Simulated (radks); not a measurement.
# Nuclear size and the levels of Eu³⁺

An exercise on one series of results from a longer session: the logs are not shown, and one member is left open.

Method: Dirac Kohn-Sham, LDA (Slater exchange, Perdew-Wang correlation), spin-unpolarised, spherical densities, finite nucleus; open shells are shared between the two j in proportion to 2j + 1. Code: radks (a radial shooting solver on a logarithmic mesh, Libxc functionals) version 1.

## The system

| Quantity | Value |
| --- | --- |
| element | europium (Z = 63) |
| charge | +3 |
| electrons | 60 |
| configuration | [Xe] 4f6 |
| nuclear rms radius | 5.1115 fm |

The outer shells:

Eu³⁺
```
[Xe] core
4f [↑ ][↑ ][↑ ][↑ ][↑ ][↑ ][  ]
```

The first run:

Input:

```text
Z 63
configuration [Xe] 4f6 6s0 5d0
relativity Dirac
functional lda,pw
spin unpolarised
j_filling average
nucleus finite rms 5.1115 fm
c 137.035999084
```

Among the steps run: rms radius 5.1115 fm.

One of the session's tables, all rows but one given; the rest of the session is left out.

It belongs to the step «rms radius 5.1115 fm». Radial moments (bohr):

| level | <r> | outermost maximum (interpolated) | 90 % within | nodes |
| --- | --- | --- | --- | --- |
| 5s1/2 | 1.349 | 1.22 | 1.94 | 4 |
| 5p1/2 | 1.497 | 1.32 | 2.18 | 3 |
| 5p3/2 | ? | ? | ? | ? |
| 4f5/2 | 0.8707 | 0.582 | 1.48 | 0 |
| 4f7/2 | 0.8813 | 0.587 | 1.50 | 0 |
| 5d3/2 | 2.152 | 1.81 | 3.22 | 2 |
| 5d5/2 | 2.185 | 1.85 | 3.26 | 2 |
| 6s1/2 | 3.111 | 2.89 | 4.40 | 5 |

Estimate the missing values for 5p3/2.

The run gave: <r>: 1.581; outermost maximum (interpolated): 1.40; 90 % within: 2.30; nodes: 3. In the column «<r>» it lies between 5p1/2 (1.497) and 5d3/2 (2.152).
